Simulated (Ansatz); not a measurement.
**H₄O₃SeSi: one species, many methods**

An exercise on one series of results from a longer session: the logs are not shown, and one member is left open.

Method: functionals in def2-TZVPP, the program's frozen cores in correlated methods; program: Ansatz 0.2.0, Gaussian basis.

Plan: LDA (SPW92), PBE-D4, revPBE-D4, BLYP-D4, r2SCAN-D4, B97M-V, PBE0-D4, B3LYP-D4, r2SCANh-D4, r2SCAN0-D4, HSE06-D4, BHLYP-D4, CAM-B3LYP-D4, LC-ωPBE, ωB97X-V, ωB97M-V, B2PLYP, PBE-QIDH; CCSD(T)/def2-SVP; CCSD(T)/def2-TZVPP; MP2/def2-QZVPP; extrapolation to the limit; RPA on PBE.

### The relaxed structure

All runs share one geometry, relaxed beforehand with PBE0-D4 in a triple-zeta def2 set.

9 atoms, charge 0, spin multiplicity 1.

Atoms are counted from 1 here; the program's logs count them from 0.

Bond lengths: O1–Si2 1.636 Å, O1–H6 0.959 Å, Si2–O3 1.628 Å, Si2–O4 1.631 Å, Si2–Se5 2.268 Å, O3–H7 0.959 Å, O4–H8 0.959 Å, Se5–H9 1.469 Å. Angles: Si2–O1–H6 116.5°, O1–Si2–O3 115.8°, O1–Si2–O4 105.1°, O1–Si2–Se5 110.1°, O3–Si2–O4 107.6°, O3–Si2–Se5 102.0°, O4–Si2–Se5 116.6°, Si2–O3–H7 116.6°, Si2–O4–H8 116.8°, Si2–Se5–H9 92.2°.

Geometry (Å):

```xyz
9
charge 0, multiplicity 1
O    -0.6352    0.7364   -1.1546
Si    0.2221   -0.0850   -0.0285
O     1.8385   -0.0694   -0.2186
O    -0.2761   -1.6324   -0.1604
Se   -0.0244    0.8907    2.0041
H    -0.5973    1.6933   -1.1067
H     2.2169   -0.7856   -0.7326
H    -1.1734   -1.7726   -0.4672
H    -1.4825    0.9783    1.8474
```

The first run:

in.yaml reads:

```yaml
crystal:
  periodic: [false, false, false]
  atoms:
    - {symbol: O, position_ang: [-0.635250, 0.736391, -1.154628]}
    - {symbol: Si, position_ang: [0.222051, -0.084962, -0.028481]}
    - {symbol: O, position_ang: [1.838467, -0.069388, -0.218566]}
    - {symbol: O, position_ang: [-0.276096, -1.632444, -0.160413]}
    - {symbol: Se, position_ang: [-0.024367, 0.890650, 2.004064]}
    - {symbol: H, position_ang: [-0.597302, 1.693349, -1.106667]}
    - {symbol: H, position_ang: [2.216925, -0.785621, -0.732626]}
    - {symbol: H, position_ang: [-1.173388, -1.772603, -0.467233]}
    - {symbol: H, position_ang: [-1.482539, 0.978329, 1.847350]}
basis:
  gaussian: {orbitals: def2-TZVPP}
hamiltonian: {xc: lda}
output: {orbitals: {seedname: orbitals}}
```

Steps of the session up to this table: LDA; PBE-D4 (GGA); revPBE-D4 (GGA); BLYP-D4 (GGA); r2SCAN-D4 (meta-GGA); B97M-V (meta-GGA); PBE0-D4 (hybrid); B3LYP-D4 (hybrid); r2SCANh-D4 (hybrid); r2SCAN0-D4 (hybrid); HSE06-D4 (hybrid); BHLYP-D4 (hybrid); CAM-B3LYP-D4 (range-separated); LC-ωPBE-D4 (range-separated; the results give it without D4); ωB97X-V (range-separated); ωB97M-V (range-separated); B2PLYP (double hybrid); PBE-QIDH (double hybrid).

One table of the session follows, with a row left open; its other results are not shown here.

It belongs to the step «Frontier levels by functional». 

| functional | HOMO (eV) | gap (eV) |
| --- | --- | --- |
| LDA (SPW92) | -6.06 | 5.17 |
| PBE-D4 | -5.90 | 5.20 |
| revPBE-D4 | -5.84 | 5.23 |
| BLYP-D4 | -5.73 | 5.02 |
| r2SCAN-D4 | -6.19 | 5.92 |
| B97M-V | -6.25 | 5.76 |
| PBE0-D4 | -7.10 | 7.27 |
| B3LYP-D4 | -6.85 | 6.67 |
| r2SCANh-D4 | ? | ? |
| r2SCAN0-D4 | -7.29 | 7.76 |
| HSE06-D4 | -6.70 | 6.50 |
| BHLYP-D4 | -8.12 | 9.00 |
| CAM-B3LYP-D4 | -8.39 | 9.39 |
| LC-ωPBE | -9.77 | 12.11 |
| ωB97X-V | -9.42 | 11.54 |
| ωB97M-V | -9.27 | 11.01 |

**Question.** Estimate the row for r2SCANh-D4.

Worked estimate for «HOMO (eV)». Against the share of exact exchange, r2SCAN-D4 (0, -6.19), r2SCAN0-D4 (0.25, -7.29) give a slope of -4.40 per unit share; at 0.1 the line stands at -6.63.

**Answer.** HOMO (eV): -6.63; gap (eV): 6.66. In «HOMO (eV)» the line misses by 0.00.
